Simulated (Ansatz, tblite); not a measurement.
# C9H13F9O3Si: rung by rung

The task here is to estimate one member of a computed series from the others.

The runs use Ansatz 0.2.0, Gaussian basis; as each input shows.

Levels to be run: GFN1-xTB, GFN2-xTB, PBE-D4/def2-TZVP, r2SCAN-D4/def2-TZVP, HF/def2-TZVP, CAM-B3LYP-D4/def2-TZVP, LC-ωPBE/def2-TZVP, LC-ωPBE(0.10)/def2-SVP, LC-ωPBE(0.15)/def2-SVP, LC-ωPBE(0.20)/def2-SVP, LC-ωPBE(0.30)/def2-SVP, PBE-D4/def2-SVP, PBE0-D4/def2-SVP, HF/6-31G, B3LYP-D4/6-31G, MP2/def2-SVP, RPA/def2-SVP.

**The structure**

The singlet was relaxed beforehand with PBE-D4/def2-SVP.

SMILES `CO[Si](CCC(F)(F)C(F)(F)C(F)(F)C(F)(F)F)(OC)OC`, 35 atoms, charge 0, spin multiplicity 1.

Bond lengths: C1–O2 1.417 Å, C1–H23 1.110 Å, C1–H24 1.112 Å, C1–H25 1.115 Å, O2–Si3 1.666 Å, Si3–C4 1.872 Å, Si3–O19 1.667 Å, Si3–O21 1.674 Å, C4–C5 1.533 Å, C4–H26 1.111 Å, C4–H27 1.110 Å, C5–C6 1.518 Å, C5–H28 1.107 Å, C5–H29 1.109 Å, C6–F7 1.372 Å, C6–F8 1.368 Å, C6–C9 1.562 Å, C9–F10 1.360 Å and more. Angles: O2–C1–H23 108.7°, O2–C1–H24 111.9°, O2–C1–H25 111.7°, H23–C1–H24 108.6°, H23–C1–H25 107.8°, H24–C1–H25 108.2°, C1–O2–Si3 125.8°, O2–Si3–C4 113.3°, O2–Si3–O19 107.2°, O2–Si3–O21 105.4°, C4–Si3–O19 105.0°, C4–Si3–O21 112.5°, O19–Si3–O21 113.5°, Si3–C4–C5 112.0°, Si3–C4–H26 109.2°, Si3–C4–H27 108.9°, C5–C4–H26 109.7°, C5–C4–H27 110.4° and more.

Geometry (Å):

```mol
C9H13F9O3Si
  3D, bonds by distance, orders not assigned

 35 34  0  0  0  0  0  0  0  0999 V2000
   -3.8127    1.1299   -0.0255 C   0  0
   -2.8542    0.1005   -0.1943 O   0  0
   -1.8076   -0.4592    0.9753 Si  0  0
   -0.2511    0.5693    1.1293 C   0  0
    0.5798    0.5499   -0.1594 C   0  0
    1.8494    1.3718   -0.0324 C   0  0
    1.5457    2.6630    0.3187 F   0  0
    2.6595    0.8722    0.9499 F   0  0
    2.7042    1.4932   -1.3345 C   0  0
    1.9818    2.1898   -2.2516 F   0  0
    3.8303    2.1954   -1.0437 F   0  0
    3.1234    0.1386   -1.9876 C   0  0
    2.0447   -0.3846   -2.6280 F   0  0
    3.5244   -0.7343   -1.0300 F   0  0
    4.2801    0.2588   -3.0315 C   0  0
    5.4480    0.4953   -2.4185 F   0  0
    4.0268    1.2518   -3.9007 F   0  0
    4.3754   -0.8964   -3.7104 F   0  0
   -1.2829   -1.9645    0.4888 O   0  0
   -2.1398   -3.0081    0.0512 C   0  0
   -2.6984   -0.4890    2.3919 O   0  0
   -2.2088   -0.8999    3.6540 C   0  0
   -4.5343    1.0846   -0.8672 H   0  0
   -4.3738    1.0211    0.9283 H   0  0
   -3.3396    2.1391   -0.0369 H   0  0
    0.3590    0.1858    1.9745 H   0  0
   -0.5325    1.6105    1.3926 H   0  0
    0.8557   -0.4899   -0.4221 H   0  0
   -0.0011    0.9530   -1.0135 H   0  0
   -1.5156   -3.8314   -0.3521 H   0  0
   -2.7538   -3.4144    0.8863 H   0  0
   -2.8307   -2.6621   -0.7483 H   0  0
   -3.0508   -0.9105    4.3764 H   0  0
   -1.7699   -1.9230    3.6218 H   0  0
   -1.4310   -0.2065    4.0496 H   0  0
  1  2  8  0
  1 23  8  0
  1 24  8  0
  1 25  8  0
  2  3  8  0
  3  4  8  0
  3 19  8  0
  3 21  8  0
  4  5  8  0
  4 26  8  0
  4 27  8  0
  5  6  8  0
  5 28  8  0
  5 29  8  0
  6  7  8  0
  6  8  8  0
  6  9  8  0
  9 10  8  0
  9 11  8  0
  9 12  8  0
 12 13  8  0
 12 14  8  0
 12 15  8  0
 15 16  8  0
 15 17  8  0
 15 18  8  0
 19 20  8  0
 20 30  8  0
 20 31  8  0
 20 32  8  0
 21 22  8  0
 22 33  8  0
 22 34  8  0
 22 35  8  0
M  END
```

PBE0-D4/def2-TZVP was run before; its log isn't repeated, and its numbers join the tables.

The first run:

Tight binding, by tblite at 300 K electronic temperature and without a spin-polarisation term:

```python
tblite.interface.Calculator('GFN1-xTB', numbers, positions, charge=0, uhf=0).singlepoint()
```

Tight binding, by tblite at 300 K electronic temperature and without a spin-polarisation term:

```python
tblite.interface.Calculator('GFN2-xTB', numbers, positions, charge=0, uhf=0).singlepoint()
```

start.molden holds the orbitals of an earlier run on this state, given as this run's starting guess.

in.yaml reads:

```yaml
crystal:
  periodic: [false, false, false]
  atoms:
    - {symbol: C, position_ang: [-3.812655, 1.129943, -0.025538]}
    - {symbol: O, position_ang: [-2.854151, 0.100534, -0.194307]}
    - {symbol: Si, position_ang: [-1.807612, -0.459213, 0.975252]}
    - {symbol: C, position_ang: [-0.251056, 0.569322, 1.129260]}
    - {symbol: C, position_ang: [0.579797, 0.549935, -0.159370]}
    - {symbol: C, position_ang: [1.849443, 1.371772, -0.032446]}
    - {symbol: F, position_ang: [1.545739, 2.663021, 0.318665]}
    - {symbol: F, position_ang: [2.659523, 0.872174, 0.949909]}
    - {symbol: C, position_ang: [2.704151, 1.493183, -1.334457]}
    - {symbol: F, position_ang: [1.981811, 2.189815, -2.251624]}
    - {symbol: F, position_ang: [3.830273, 2.195410, -1.043681]}
    - {symbol: C, position_ang: [3.123405, 0.138631, -1.987627]}
    - {symbol: F, position_ang: [2.044714, -0.384620, -2.628000]}
    - {symbol: F, position_ang: [3.524423, -0.734264, -1.029974]}
    - {symbol: C, position_ang: [4.280065, 0.258798, -3.031453]}
    - {symbol: F, position_ang: [5.448017, 0.495287, -2.418541]}
    - {symbol: F, position_ang: [4.026788, 1.251820, -3.900685]}
    - {symbol: F, position_ang: [4.375443, -0.896445, -3.710418]}
    - {symbol: O, position_ang: [-1.282922, -1.964478, 0.488823]}
    - {symbol: C, position_ang: [-2.139835, -3.008103, 0.051240]}
    - {symbol: O, position_ang: [-2.698373, -0.488986, 2.391866]}
    - {symbol: C, position_ang: [-2.208767, -0.899867, 3.653950]}
    - {symbol: H, position_ang: [-4.534253, 1.084629, -0.867225]}
    - {symbol: H, position_ang: [-4.373787, 1.021079, 0.928258]}
    - {symbol: H, position_ang: [-3.339634, 2.139099, -0.036930]}
    - {symbol: H, position_ang: [0.358984, 0.185805, 1.974454]}
    - {symbol: H, position_ang: [-0.532453, 1.610491, 1.392579]}
    - {symbol: H, position_ang: [0.855711, -0.489934, -0.422144]}
    - {symbol: H, position_ang: [-0.001094, 0.953020, -1.013532]}
    - {symbol: H, position_ang: [-1.515603, -3.831371, -0.352107]}
    - {symbol: H, position_ang: [-2.753793, -3.414383, 0.886344]}
    - {symbol: H, position_ang: [-2.830710, -2.662088, -0.748336]}
    - {symbol: H, position_ang: [-3.050762, -0.910550, 4.376363]}
    - {symbol: H, position_ang: [-1.769855, -1.922955, 3.621849]}
    - {symbol: H, position_ang: [-1.431002, -0.206489, 4.049612]}
basis:
  gaussian: {orbitals: def2-TZVP, fitting: {mean_field: def2-universal-jkfit}, initial_orbitals: start.molden}
hamiltonian: {xc: pbe, dispersion: d4}
scf: {omitted_lower_state_checks: [starts]}
output: {forces: true, orbitals: {seedname: orbitals}}
```

The run is started by

```bash
$ ansatz run in.yaml --threads 2 --pin off --events-out ev --progress --plain --max-ram 32768MiB --backend cuda --devices 0, --max-vram 18GiB
```

Among the steps run: PBE-D4/def2-TZVP; r2SCAN-D4/def2-TZVP; HF/def2-TZVP; CAM-B3LYP-D4/def2-TZVP; LC-ωPBE/def2-TZVP; LC-ωPBE(0.10)/def2-SVP; LC-ωPBE(0.15)/def2-SVP; LC-ωPBE(0.20)/def2-SVP; LC-ωPBE(0.30)/def2-SVP; PBE-D4/def2-SVP; PBE0-D4/def2-SVP; HF/6-31G; B3LYP-D4/6-31G; MP2/def2-SVP; RPA/def2-SVP.

One table of the session follows, with a row left open; its other results are not shown here.

It belongs to the step «Binding energy». 

```
                 level  binding an atom (eV)
              HF/6-31G                 2.620
           HF/def2-SVP                     ?
          HF/def2-TZVP                 3.018
       PBE-D4/def2-SVP                 4.541
      PBE-D4/def2-TZVP                 4.456
   r2SCAN-D4/def2-TZVP                 4.332
        B3LYP-D4/6-31G                 4.018
      PBE0-D4/def2-SVP                 4.392
     PBE0-D4/def2-TZVP                 4.323
CAM-B3LYP-D4/def2-TZVP                 4.330
     LC-ωPBE/def2-TZVP                 4.320
          MP2/def2-SVP                 4.218
```

Q: Estimate the row for HF/def2-SVP from the others.

As computed: binding an atom (eV): 3.074. In the column «binding an atom (eV)» it lies between HF/def2-TZVP (3.018) and B3LYP-D4/6-31G (4.018).

To keep in mind: Free atoms were run apart at each level; binding is atoms less cluster, divided by the number of atoms, without zero-point or spin-orbit terms.
